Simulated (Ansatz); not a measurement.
Runs of Ansatz 0.2.0 on Sr2SO. It takes space group P4/mmm (No. 123, tetragonal). Conventional cell: a = 4.043 Å, b = 4.043 Å, c = 5.718 Å, α = 90.00°, β = 90.00°, γ = 90.00°. Around Sr (site symmetry 4/mmm) lie 2 O at 2.86 Å and 4 S at 2.86 Å. Sr (site symmetry 4/mmm) is surrounded by 2 S at 2.86 Å and 4 O at 2.86 Å. Around S (site symmetry 4/mmm) lie 6 Sr at 2.86 Å. Around O (site symmetry 4/mmm) lie 6 Sr at 2.86 Å. The cell comes from a database or a generator and needn't be the stable form of this composition.

| share of exact exchange | gap on the mesh (eV) | pressure (GPa) |
| --- | --- | --- |
| 0.1 | 2.69 | (d) |
| 0.3 | 3.70 | (b) |
| 0.4 | 4.22 | -1.7 |
| 0.05 | 2.45 | -0.4 |
| 0.25 | 3.44 | -1.2 |
| 0.2 | (c) | -1.0 |
| 0.5 | 4.75 | -2.1 |
| 0.15 | (a) | -0.8 |

Alike in all rows: task single point; level HSE06 form with a typed share of exact exchange; potentials or basis Ansatz PAW; no spin polarisation; cell as given; k mesh 4 × 4 × 3; cutoff (eV) 420; smearing fermi-dirac 0.05 eV.

Q: Fill in the values left out.

A: (a) 2.94; (b) -1.4; (c) 3.19; (d) -0.6.

Caveats: odd divisions of the mesh miss points on the zone boundary, where band edges often lie, so the gap on the mesh can be too wide; the PAW data sets come from PBE, with cores solved anew for the run's functional, which leaves a small shift of forces and pressure; the thresholds are loose for stress.

A k mesh can miss the band edges, and the runs leave out spin-orbit coupling on Sr.
